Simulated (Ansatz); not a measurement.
# LaAl3Au (I4mm) in Ansatz: relaxation of cell and atoms with PBEsol

Aim: the relaxation of cell and atoms of LaAl3Au with PBEsol.

All numbers are computed with Ansatz 0.2.0; they aren't measurements. Logs are shortened: lines on timing, memory, paths and dates and some standing lists are left out, and cuts for length are marked.

### Step 1. The structure

Symmetry: I4mm, No. 107, tetragonal system. The conventional cell has a = 4.363 Å, b = 4.363 Å, c = 10.922 Å, α = 90.00°, β = 90.00°, γ = 90.00°. Au (site symmetry 4mm) has 5 Al at 2.51 to 2.56 Å as nearest neighbours. La (site symmetry 4mm) is surrounded by 12 Al at 3.24 to 3.59 Å and 4 Au at 3.44 Å. Al (site symmetry 2mm) has 2 Au at 2.56 Å and 2 Al at 2.72 Å as nearest neighbours. Al (site symmetry 4mm) is surrounded by 1 Au at 2.51 Å and 4 Al at 2.72 Å.

The cell comes from a database or a generator and needn't be the stable form of this composition.

### Step 2. Relaxation of cell and atoms, PBEsol

Contents of input.yaml:

```yaml
crystal:
  lattice:
    - [-2.18145265, 2.18145265, 5.46096976]
    - [2.18145265, -2.18145265, 5.46096976]
    - [2.18145265, 2.18145265, -5.46096976]
  atoms:
    - { symbol: Au, position: [0.62802207, 0.62802207, 0.0] }
    - { symbol: La, position: [0.9890819, 0.9890819, 0.0] }
    - { symbol: Al, position: [0.75027262, 0.25027262, 0.5] }
    - { symbol: Al, position: [0.25027262, 0.75027262, 0.5] }
    - { symbol: Al, position: [0.39834979, 0.39834979, 0.0] }
hamiltonian:
  xc: pbesol
  pseudopotentials: { kind: paw }
kpoints:
  mp_grid: { grid: [9, 9, 9] }
scf:
  occupations: { method: fermi_dirac, width: 0.05 }
output:
  forces: true
  stress: true
  eigenvalues: true
  write_density: true
  write_potential: true
  elf: true
  volumetric_format: npy
relax:
  f_tol: 0.01
  max_steps: 40
  cell: { stress_tol: 0.05 }
```

Potentials or basis: Ansatz PAW.

Command:

```bash
$ ansatz run input.yaml --threads 2 --pin off --max-ram 5632MiB --backend cpu --events-out ev --progress --plain --runs-dir out
```

Log:

```text
Warning: RAYON_NUM_THREADS=2 ignored (pool sized by the plan → 2); use --threads N
Engine: ansatz 0.2.0, aarch64-unknown-linux-gnu
Pseudopotentials: kind: paw
Pseudopotential: Au, paw, valence charge 19, recommended cutoff 420 eV (normal), Au.paw.azcp
Pseudopotential: La, paw, valence charge 11, recommended cutoff 420 eV (normal), La.paw.azcp
Pseudopotential: Al, paw, valence charge 3, recommended cutoff 420 eV (normal), Al.paw.azcp
Functional definition: PBEsol
  exchange = pbesol_x
  correlation = pbesol_c
Crystal: 5 atoms, lattice volume = 103.949 Å³
Basis set: ecut = 420 eV, 2067 PW (Γ), exchange–correlation on 90×90×90 points (8 copies of the dense FFT grid, shifted against one another)
Bands: 25, of which v1, the nominal top of the filled ones, is band 20 counted from 1 (19 counted from 0)
Symmetry: 8 space group operations
Space group: I4mm (ITA 107), of the structure as read, at distance tolerance 4.7e-5 Å
k-points: 75 of 729 (time reversal used)
Non-local potential: Au, projectors of the file, l = 0: 3, l = 1: 2, l = 2: 2, l = 3: 1
Non-local potential: La, projectors of the file, l = 0: 3, l = 1: 2, l = 2: 2, l = 3: 3
Non-local potential: Al, projectors of the file, l = 0: 2, l = 1: 2, l = 2: 1
PAW form: soft (Blöchl's): semilocal exchange-correlation on the pseudo side does not see the compensation charge
PAW frozen core: Au, regenerated for the run's functional, and the local potential with it (the file was generated under x = pbe(κ = 0.804, μ = 0.2195149727645171), c = pbe(β = 0.06672455060314922))
PAW frozen core: La, regenerated for the run's functional, and the local potential with it (the file was generated under x = pbe(κ = 0.804, μ = 0.2195149727645171), c = pbe(β = 0.06672455060314922))
PAW frozen core: Al, regenerated for the run's functional, and the local potential with it (the file was generated under x = pbe(κ = 0.804, μ = 0.2195149727645171), c = pbe(β = 0.06672455060314922))
PAW one-centre angular grid: Au, 590 points (default); XC on 64 Gauss nodes
PAW one-centre angular grid: La, 590 points (default); XC on 64 Gauss nodes
PAW one-centre angular grid: Al, 110 points (default); XC on 64 Gauss nodes
Initial density: superposition of atomic densities (neutral atoms: chi_scale 0, normalization atom), corrected by the library's trained network
Initial wavefunctions: pseudopotential atomic-orbital guess
Functional: x = pbesol(κ = 0.804, μ = 0.12345679012345678), c = pbesol(β = 0.046)
SCF iter   1: F=—  HF=-20745.351118 eV  |F-HF|=—  |Δ(HF+E_count)|=         —  Δρ=3.48e-3  dr2=3.50e-2  ethr=1.77e-3  ⟨swp⟩=6.3  Hψ=8493  notcnv=0
preconditioner: auto → Kerker (q_TF=auto, 2.317 Å⁻¹)  [metal: Δε(μ)=0.023 eV  Ē_g=8.388 eV  σ=0.050 eV  W_gap=0.11  n_scr=24 (ndim 8)  ℏωp=19.6 eV  f_vac=0.000  D(μ)=1.21/eV (n_scr^D=2)]
SCF iter   2: F=—  HF=-20745.348066 eV  |F-HF|=—  |Δ(HF+E_count)|=   3.05e-3  Δρ=2.16e-3  dr2=1.42e-2  ethr=8.97e-5  ⟨swp⟩=2.1  Hψ=2856  notcnv=0  defer=11
SCF iter   3: F=—  HF=-20745.344912 eV  |F-HF|=—  |Δ(HF+E_count)|=   3.15e-3  Δρ=4.06e-4  dr2=2.52e-4  ethr=3.65e-5  ⟨swp⟩=2.0  Hψ=2660  notcnv=0  defer=11
SCF iter   4: F=—  HF=-20745.344871 eV  |F-HF|=—  |Δ(HF+E_count)|=   4.12e-5  Δρ=1.43e-4  dr2=2.11e-5  ethr=6.46e-7  ⟨swp⟩=2.2  Hψ=3101  notcnv=0  defer=11
SCF iter   5: F=—  HF=-20745.344873 eV  |F-HF|=—  |Δ(HF+E_count)|=   2.16e-6  Δρ=5.25e-5  dr2=3.59e-6  ethr=5.41e-8  ⟨swp⟩=2.2  Hψ=2860  notcnv=0  defer=7
SCF iter   6: F=—  HF=-20745.344873 eV  |F-HF|=—  |Δ(HF+E_count)|=   4.06e-7  Δρ=1.04e-5  dr2=1.59e-7  ethr=9.22e-9  ⟨swp⟩=2.8  Hψ=3138  notcnv=0  defer=7
SCF iter   7: F=-20745.344873 eV  HF=-20745.344873 eV  |F-HF|=1.06e-10  |Δ(HF+E_count)|=   1.18e-8  Δρ=1.64e-6  dr2=2.95e-9  ethr=2.56e-10  ⟨swp⟩=10.1  Hψ=12828  notcnv=0
SCF 1 converged in 7 iterations: F = -20745.344873 eV  dr2 = 2.95e-9
relax step   1: F+E_penalty+E_count = -20745.34487269 eV  Δ(F+E_penalty+E_count) = +0.000e0 eV  max|allowed force component| = 8.900e-2 eV/Å  Δτ_max = 0.0000 Å  P = -1.534 GPa  Ω = 103.949 Å³  (7 SCF iters, dr2 threshold 1.00e-7 eV, accepted)
Crystal: 5 atoms, lattice volume = 101.461 Å³
Basis set: ecut = 420 eV, 1987 PW (Γ), exchange–correlation on 90×90×90 points (8 copies of the dense FFT grid, shifted against one another)
Initial density: handed on by an earlier stage of this run
Initial wavefunctions: those handed on with the density
iter 1 solved again at ethr=9.02e-5 eV; its pass at ethr=3.10e-3 eV (dr2=3.52e-2 eV) is discarded
SCF iter   1: F=—  HF=-20745.361090 eV  |F-HF|=—  |Δ(HF+E_count)|=         —  Δρ=3.81e-3  dr2=3.62e-2  ethr=9.02e-5  ⟨swp⟩=1.0  Hψ=11896  notcnv=0
preconditioner: auto → Kerker (q_TF=auto, 2.326 Å⁻¹)  [metal: Δε(μ)=0.033 eV  Ē_g=8.423 eV  σ=0.050 eV  W_gap=0.16  n_scr=24 (ndim 8)  ℏωp=19.9 eV  f_vac=0.000  D(μ)=1.15/eV (n_scr^D=2)]
SCF iter   2: F=—  HF=-20745.353697 eV  |F-HF|=—  |Δ(HF+E_count)|=   7.39e-3  Δρ=1.37e-3  dr2=4.30e-3  ethr=9.02e-5  ⟨swp⟩=2.0  Hψ=3021  notcnv=0
SCF iter   3: F=—  HF=-20745.352701 eV  |F-HF|=—  |Δ(HF+E_count)|=   9.96e-4  Δρ=6.05e-4  dr2=7.79e-4  ethr=1.10e-5  ⟨swp⟩=2.6  Hψ=2623  notcnv=0
SCF iter   4: F=—  HF=-20745.352484 eV  |F-HF|=—  |Δ(HF+E_count)|=   2.17e-4  Δρ=9.29e-5  dr2=1.63e-5  ethr=2.00e-6  ⟨swp⟩=2.3  Hψ=2872  notcnv=0
[... 35 lines left out ...]
SCF iter   6: F=—  HF=-20745.354406 eV  |F-HF|=—  |Δ(HF+E_count)|=   2.10e-9  Δρ=8.76e-7  dr2=1.30e-9  ethr=3.85e-11  ⟨swp⟩=2.5  Hψ=3153  notcnv=0
SCF iter   7: F=-20745.354406 eV  HF=-20745.354406 eV  |F-HF|=2.91e-11  |Δ(HF+E_count)|=  1.71e-10  Δρ=1.52e-7  dr2=4.34e-11  ethr=1.00e-12  ⟨swp⟩=5.0  Hψ=10710  notcnv=0
SCF 5 converged in 7 iterations: F = -20745.354406 eV  dr2 = 4.34e-11
relax step   5: F+E_penalty+E_count = -20745.35440553 eV  Δ(F+E_penalty+E_count) = -4.711e-5 eV  max|allowed force component| = 4.443e-3 eV/Å  Δτ_max = 0.0009 Å  P = -0.004 GPa  Ω = 102.248 Å³  energy of the carried Pulay correction = +3.636e-4 eV  (7 SCF iters, accepted)
Crystal: 5 atoms, lattice volume = 102.243 Å³
iter 1 solved again at ethr=1.56e-7 eV; its pass at ethr=3.10e-3 eV (dr2=6.09e-5 eV) is discarded
SCF iter   1: F=—  HF=-20745.354447 eV  |F-HF|=—  |Δ(HF+E_count)|=         —  Δρ=2.30e-4  dr2=6.48e-5  ethr=1.56e-7  ⟨swp⟩=2.0  Hψ=11724  notcnv=0
preconditioner: auto → Kerker (q_TF=auto, 2.323 Å⁻¹)  [metal: Δε(μ)=0.056 eV  Ē_g=8.466 eV  σ=0.050 eV  W_gap=0.27  n_scr=24 (ndim 8)  ℏωp=19.8 eV  f_vac=0.000  D(μ)=1.10/eV (n_scr^D=2)]
SCF iter   2: F=—  HF=-20745.354437 eV  |F-HF|=—  |Δ(HF+E_count)|=   9.79e-6  Δρ=1.20e-4  dr2=1.66e-5  ethr=1.56e-7  ⟨swp⟩=2.4  Hψ=2453  notcnv=0
SCF iter   3: F=—  HF=-20745.354431 eV  |F-HF|=—  |Δ(HF+E_count)|=   6.03e-6  Δρ=2.19e-5  dr2=9.69e-7  ethr=4.25e-8  ⟨swp⟩=2.1  Hψ=2685  notcnv=0
SCF iter   4: F=—  HF=-20745.354429 eV  |F-HF|=—  |Δ(HF+E_count)|=   1.80e-6  Δρ=7.94e-6  dr2=1.56e-7  ethr=2.48e-9  ⟨swp⟩=2.0  Hψ=2887  notcnv=0
SCF iter   5: F=-20745.354429 eV  HF=-20745.354429 eV  |F-HF|=4.67e-9  |Δ(HF+E_count)|=   3.79e-8  Δρ=1.83e-6  dr2=7.59e-9  ethr=2.07e-11  ⟨swp⟩=6.9  Hψ=12733  notcnv=0
SCF 6 converged in 5 iterations: F = -20745.354429 eV  dr2 = 7.59e-9
relax step   6: F+E_penalty+E_count = -20745.35442902 eV  Δ(F+E_penalty+E_count) = -2.349e-5 eV  max|allowed force component| = 3.857e-3 eV/Å  Δτ_max = 0.0017 Å  P = +0.010 GPa  Ω = 102.243 Å³  energy of the carried Pulay correction = +3.647e-4 eV  (5 SCF iters, dr2 threshold 8.08e-9 eV, accepted)
Initial wavefunctions: pseudopotential atomic-orbital guess (no wavefunctions were taken with the density)
iter 1 solved again at ethr=4.14e-7 eV; its pass at ethr=3.10e-3 eV (dr2=1.62e-4 eV) is discarded
SCF iter   1: F=—  HF=-20745.354093 eV  |F-HF|=—  |Δ(HF+E_count)|=         —  Δρ=1.84e-5  dr2=5.77e-8  ethr=4.14e-7  ⟨swp⟩=3.2  Hψ=13587  notcnv=0
eigensolver tolerance schedule: the retry pair's looser diagonalisation over-reported the residual by 2798.74 of it (diagonalisation noise at 0.60 of the residual, at the tolerance the schedule requests for it); recorded, not acted on — ethr = c·dr2/N_el stays at c = 1.0e-1
preconditioner: auto → Kerker (q_TF=auto, 2.323 Å⁻¹)  [metal: Δε(μ)=0.056 eV  Ē_g=8.467 eV  σ=0.050 eV  W_gap=0.27  n_scr=24 (ndim 8)  ℏωp=19.8 eV  f_vac=0.000  D(μ)=1.10/eV (n_scr^D=2)]
SCF iter   2: F=—  HF=-20745.354089 eV  |F-HF|=—  |Δ(HF+E_count)|=   4.48e-6  Δρ=9.60e-6  dr2=1.64e-8  ethr=1.48e-10  ⟨swp⟩=2.9  Hψ=3890  notcnv=0
SCF iter   3: F=—  HF=-20745.354089 eV  |F-HF|=—  |Δ(HF+E_count)|=   1.42e-8  Δρ=6.83e-7  dr2=7.20e-10  ethr=4.20e-11  ⟨swp⟩=2.7  Hψ=3266  notcnv=0
SCF iter   4: F=—  HF=-20745.354089 eV  |F-HF|=—  |Δ(HF+E_count)|=  2.18e-11  Δρ=2.18e-7  dr2=1.35e-10  ethr=1.85e-12  ⟨swp⟩=2.5  Hψ=2709  notcnv=0
SCF iter   5: F=-20745.354089 eV  HF=-20745.354089 eV  |F-HF|=1.46e-11  |Δ(HF+E_count)|=  2.91e-11  Δρ=1.14e-7  dr2=2.28e-11  ethr=1.00e-12  ⟨swp⟩=6.9  Hψ=9111  notcnv=0
SCF 7 converged in 5 iterations: F = -20745.354089 eV  dr2 = 2.28e-11
relax step   7: F+E_penalty+E_count = -20745.35408881 eV  Δ(F+E_penalty+E_count) = +3.402e-4 eV  max|allowed force component| = 3.966e-3 eV/Å  Δτ_max = 0.0000 Å  P = +0.006 GPa  Ω = 102.243 Å³  stress off target by 2.10e-2 GPa  SCF on the basis re-selected at this cell (its energy is not comparable with the rows above)  (5 SCF iters)
basis re-selected at this cell: Δ(F+E_penalty+E_count) = +3.402e-4 eV, ΔP = -0.004 GPa vs the last step (what re-selecting the basis moved, of the pressure what is left beyond the Pulay correction that the steps carried, after the strain that the cell walked since its last selection, with what the two solves' SCF thresholds leave and, on support functions, any second-order correction that the steps lacked; it is no measure of the basis error at this ecutwfc). This SCF's stress stands 2.10e-2 GPa from its target on what of the cell is left free (relax.cell.stress_tol is 5.00e-2 GPa) and its largest allowed force component is 3.97e-3 eV/Å (relax.f_tol is 1.00e-2 eV/Å): within both
SCF converged after 5 iterations
Free energy (F): -20745.354089 eV
Harris-Foulkes:  -20745.354089 eV  (|F-HF|=1.46e-11)
Internal energy: -20745.344939 eV  (E = F + TS)
E sigma→0 (E₀):  -20745.349514 eV
Entropy (-TS):   -0.009150 eV (-1.830 meV/atom)
Fermi energy:    11.015733 eV
--- Per-component energies (eV) ---
  E_band       = -395.257100
  E_kinetic    = 865.214887
  E_local      = -3565.786319  (includes V_loc(G=0)·N_el)
  E_nonlocal   = 201.094336
  E_hartree    = 1526.379714
  E_xc         = -485.070816
  E_vxc        = -511.904608  (∫ρ·V_xc dr)
  E_paw        = -16256.532728  (= ΣΔE_a)
  E_vpaw       = -436.636498  (= ΣTr[D̂ρ^β])
  E_aug_tail   = 0.001372  (compensation charges beyond the density's cutoff)
  E_ewald      = -3031.181790
  E_core_change = 0.536406  (= ΣΔE_core)
  E_smearing   = -0.009150  (= −TS)
  E_closure    = 0.000000  (closes the sum)
  Σ components = -20745.354089   (vs F -20745.354089, Δ=0.00e0)
--- Forces (eV/Å), atoms counted from 1 ---
  atom   1  Au     0.00000000     0.00000000     0.00011878
  atom   2  La     0.00000000     0.00000000     0.00396516
  atom   3  Al     0.00000000    -0.00000000    -0.00337443
  atom   4  Al    -0.00000000     0.00000000    -0.00337443
  atom   5  Al    -0.00000000     0.00000000     0.00266077
  max |Σ_I F_I| component: 4.16e-6 eV/Å
--- Stress (GPa, compression-positive) ---
       -0.001401       0.000000      -0.000000
        0.000000      -0.001401      -0.000000
       -0.000000       0.000000       0.021000
  P = ⅓ Tr σ = 0.0061 GPa (0.061 kbar)
--- Band table (eV; the first three rows and the last of 75) ---
  k-point 0: bands = ["-95.7490", "-47.1458", "-47.0791", "-47.0791", "-21.4349", "-5.2781", "-5.0685", "-5.0685", "1.6796", "4.9106", "5.0412", "5.3633", "5.3633", "5.8632", "7.2910", "7.5574", "9.5232", "9.5232", "9.6772", "12.2251", "12.2251", "12.3844", "12.7446", "13.0950", "13.0969"]
  k-point 1: bands = ["-95.7490", "-47.1458", "-47.0791", "-47.0791", "-21.4320", "-5.2693", "-5.1057", "-5.0949", "1.9042", "4.9165", "5.0593", "5.2899", "5.3509", "5.8408", "7.1797", "7.6554", "8.6834", "9.8204", "10.3351", "11.1816", "12.0705", "12.7726", "12.8422", "13.0667", "13.0726"]
  k-point 2: bands = ["-95.7490", "-47.1457", "-47.0792", "-47.0792", "-21.4247", "-5.2498", "-5.1849", "-5.1608", "2.5021", "4.8397", "5.1004", "5.2638", "5.4277", "5.7374", "6.8649", "7.8721", "7.9403", "9.7277", "10.1843", "10.2629", "12.7183", "12.7962", "13.0249", "13.0555", "13.0964"]
  k-point 74: bands = ["-95.7490", "-47.1458", "-47.0791", "-47.0791", "-21.4330", "-5.3214", "-5.1046", "-5.0671", "2.6639", "4.2805", "4.8727", "5.2753", "5.3929", "5.4206", "5.8614", "8.7180", "9.6551", "10.2935", "11.4453", "11.9740", "12.0879", "12.1935", "12.7903", "12.9300", "12.9497"]
--- Relaxed structure (6 steps of the walk, 5 accepted, 1 SCFs on fresh bases) ---
  F+E_penalty+E_count = -20745.35408881 eV   max|allowed force component| = 3.966e-3 eV/Å   (the final SCF, on the basis selected at the relaxed cell)
  cell:  # Å, volume = 102.2431 Å³
    - [-2.173637216358689, 2.173637216358689, 5.410034270941055]
    - [2.173637216358689, -2.173637216358689, 5.410034270941055]
    - [2.173637216358689, 2.173637216358689, -5.410034270941055]
  atoms:
    - { symbol: Au, position: [0.6280407954212257, 0.6280407954212257, -6.1835027494652036e-34] }
    - { symbol: La, position: [0.9894568355912977, 0.9894568355912977, -1.7015903897397405e-33] }
    - { symbol: Al, position: [0.7499952593111333, 0.24999525931113348, 0.49999999999999994] }
    - { symbol: Al, position: [0.24999525931113348, 0.7499952593111333, 0.49999999999999994] }
    - { symbol: Al, position: [0.3985108503652099, 0.3985108503652099, -1.6804341389756664e-33] }
```

It took 1.7 min on 2 threads of Arm Neoverse V1, shared host; peak memory 0.55 GiB.

Results:

```yaml
Free_energy: -20745.3541 eV
Relaxed_volume: 20.45 Å³/atom
Relaxed_cell: a = 6.222 Å, b = 6.222 Å, c = 6.222 Å, α = 139.11°, β = 139.11°, γ = 59.21°
Space_group_after_relaxing_to_0.05_Å: I4mm (No. 107)
Energy_gained_by_relaxing: 1.8 meV/atom
Ionic_steps: 6
Pressure_after_relaxing: 0.0 GPa
Largest_force_after_relaxing: 0.004 eV/Å
Band_gap_on_the_k_mesh: none (metal or under the smearing width)
```

Forces on the atoms (eV/Å):
```
Au   0.000  0.000  0.000
La   0.000  0.000  0.004
Al   0.000  0.000 -0.003
Al   0.000  0.000 -0.003
Al   0.000  0.000  0.003
```

The path:
```csv
step,energy change (eV),largest force (eV/Å),volume (Å³)
1,0.0000,0.0890,103.95
2,-0.0076,0.0181,101.46
3,-0.0095,0.0146,102.25
4,-0.0095,0.0044,102.25
5,-0.0096,0.0038,102.24
6,-0.0092,0.0040,102.24
```

Final structure:
```
CELL_PARAMETERS angstrom
-2.17364 2.17364 5.41003
2.17364 -2.17364 5.41003
2.17364 2.17364 -5.41003
ATOMIC_POSITIONS crystal
Au 0.62804 0.62804 0.00000
La 0.98946 0.98946 0.00000
Al 0.75000 0.25000 0.50000
Al 0.25000 0.75000 0.50000
Al 0.39851 0.39851 0.00000
```

Caveat: the plane-wave basis is chosen anew once the cell has moved, so the energies of steps on either side of that aren't comparable; the PAW data sets come from PBE, with cores solved anew for the run's functional, which leaves a small shift of forces and pressure. Spin-orbit coupling is left out, which matters for the levels of Au, La.
